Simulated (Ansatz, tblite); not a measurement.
# The cluster H9Au5+: rung by rung

How do method and basis change the picture of the cluster H9Au5+ (doublet)?

Computed with Ansatz 0.2.0, Gaussian basis. Level: as each input shows.

The runs, in order: GFN1-xTB, GFN2-xTB, PBE-D4/def2-TZVP, r2SCAN-D4/def2-TZVP, BHLYP-D4/def2-TZVP, PBE-QIDH/def2-TZVP, B97M-V/def2-TZVP, PBE-D4/def2-SVP, PBE0-D4/def2-SVP, MP2/def2-TZVP, RPA/def2-TZVP.

2 further runs of the same task are left out: 2 set aside as unsound or not needed. Runs told in other sessions of the task aren't counted.

**1. The geometry**

The doublet was relaxed beforehand with PBE-D4/def2-SVP. At that level it is the lowest of the isomers that a small search found.

14 atoms, charge 1, spin multiplicity 2.

Bond lengths: Au1–Au5 2.775 Å, Au1–H7 1.599 Å, Au1–H11 1.730 Å, Au1–H13 1.944 Å, Au2–Au3 2.749 Å, Au2–Au4 2.729 Å, Au2–H9 1.771 Å, Au2–H14 1.732 Å, Au3–H6 1.809 Å, Au3–H9 1.681 Å, Au3–H12 1.808 Å, Au4–Au5 2.742 Å, Au4–H8 1.866 Å, Au4–H10 1.813 Å, Au4–H14 1.738 Å, Au5–H8 1.722 Å, Au5–H10 1.734 Å, Au5–H11 1.806 Å and more. Angles: Au5–Au1–H7 148.1°, Au5–Au1–H11 39.3°, Au5–Au1–H13 37.1°, H7–Au1–H11 108.9°, H7–Au1–H13 174.7°, H11–Au1–H13 76.4°, Au3–Au2–Au4 174.3°, Au3–Au2–H9 36.1°, Au3–Au2–H14 147.5°, Au4–Au2–H9 138.2°, Au4–Au2–H14 38.2°, H9–Au2–H14 176.4°, Au2–Au3–H6 149.0°, Au2–Au3–H9 38.4°, Au2–Au3–H12 149.1°, H6–Au3–H9 163.1°, H6–Au3–H12 27.0°, H9–Au3–H12 163.2° and more.

Au takes a core potential in the def2 sets. No spin-orbit coupling is included. The ion is computed in the gas phase, without counter-ions or solvent.

PBE0-D4/def2-TZVP was run before; its log isn't repeated, and its numbers join the tables.

**2. GFN1-xTB**

Tight binding, by tblite at 300 K electronic temperature and without a spin-polarisation term:

```python
tblite.interface.Calculator('GFN1-xTB', numbers, positions, charge=1, uhf=1).singlepoint()
```

Energy -652.7156 eV; 0.014 s.

**3. GFN2-xTB**

Tight binding, by tblite at 300 K electronic temperature and without a spin-polarisation term:

```python
tblite.interface.Calculator('GFN2-xTB', numbers, positions, charge=1, uhf=1).singlepoint()
```

Energy -639.0232 eV; 0.01 s.

**4. PBE-D4/def2-TZVP**

start.molden holds the orbitals of an earlier run on this state, given as this run's starting guess.

File in.yaml:

```yaml
crystal:
  periodic: [false, false, false]
  atoms:
    - {symbol: Au, position_ang: [5.222228, -1.930540, 0.643743]}
    - {symbol: Au, position_ang: [-2.414960, 0.892730, -0.259288]}
    - {symbol: Au, position_ang: [-4.834824, 1.760737, -1.232226]}
    - {symbol: Au, position_ang: [0.062027, -0.008110, 0.447640]}
    - {symbol: Au, position_ang: [2.624209, -0.956447, 0.675992]}
    - {symbol: H, position_ang: [-6.605800, 2.022433, -0.974469]}
    - {symbol: H, position_ang: [6.457534, -2.475671, -0.212123]}
    - {symbol: H, position_ang: [1.378213, -0.381333, 1.715915]}
    - {symbol: H, position_ang: [-3.358581, 1.136503, -1.737441]}
    - {symbol: H, position_ang: [1.439563, -0.636336, -0.549146]}
    - {symbol: H, position_ang: [3.919562, -1.554879, -0.431358]}
    - {symbol: H, position_ang: [-6.298628, 2.805580, -1.042696]}
    - {symbol: H, position_ang: [3.820594, -1.292154, 1.830672]}
    - {symbol: H, position_ang: [-1.411147, 0.617485, 1.124785]}
basis:
  gaussian: {orbitals: def2-TZVP, initial_orbitals: start.molden}
total_charge: 1
magnetization: {spin_polarized: true, initial_magnetization: 1}
hamiltonian: {xc: pbe, dispersion: d4}
scf: {omitted_lower_state_checks: [starts]}
output: {forces: true, orbitals: {seedname: orbitals}}
```

The run is started by

```
> ansatz run in.yaml --threads 4 --pin off --events-out ev --progress --plain --max-ram 4787MiB
```

After this run come: r2SCAN-D4/def2-TZVP; BHLYP-D4/def2-TZVP; PBE-QIDH/def2-TZVP; B97M-V/def2-TZVP; PBE-D4/def2-SVP; PBE0-D4/def2-SVP; MP2/def2-TZVP; RPA/def2-TZVP.

Q: Predict the results of all the runs planned. Wanted: gap in def2-TZVP, named functionals, smallest and largest; correlation energy, MP2/def2-TZVP; ⟨S²⟩ in def2-TZVP, named functionals, smallest and largest; PBE0 total energy, smallest basis above largest.

As calculated:

```
                                                  quantity                                 value
 gap in def2-TZVP, named functionals, smallest and largest  0.48 eV (PBE-D4), 3.75 eV (BHLYP-D4)
                         correlation energy, MP2/def2-TZVP                             -64.03 eV
⟨S²⟩ in def2-TZVP, named functionals, smallest and largest                          0.752, 0.779
           PBE0 total energy, smallest basis above largest         1.76 eV (def2-SVP, def2-TZVP)
```

**Reading.** Orbital gaps of the named functionals in def2-TZVP span 0.48 eV (PBE-D4) to 3.75 eV (BHLYP-D4); exact exchange widens it. Over the named functionals in def2-TZVP spin contamination reaches 0.03 (BHLYP-D4), which is small.
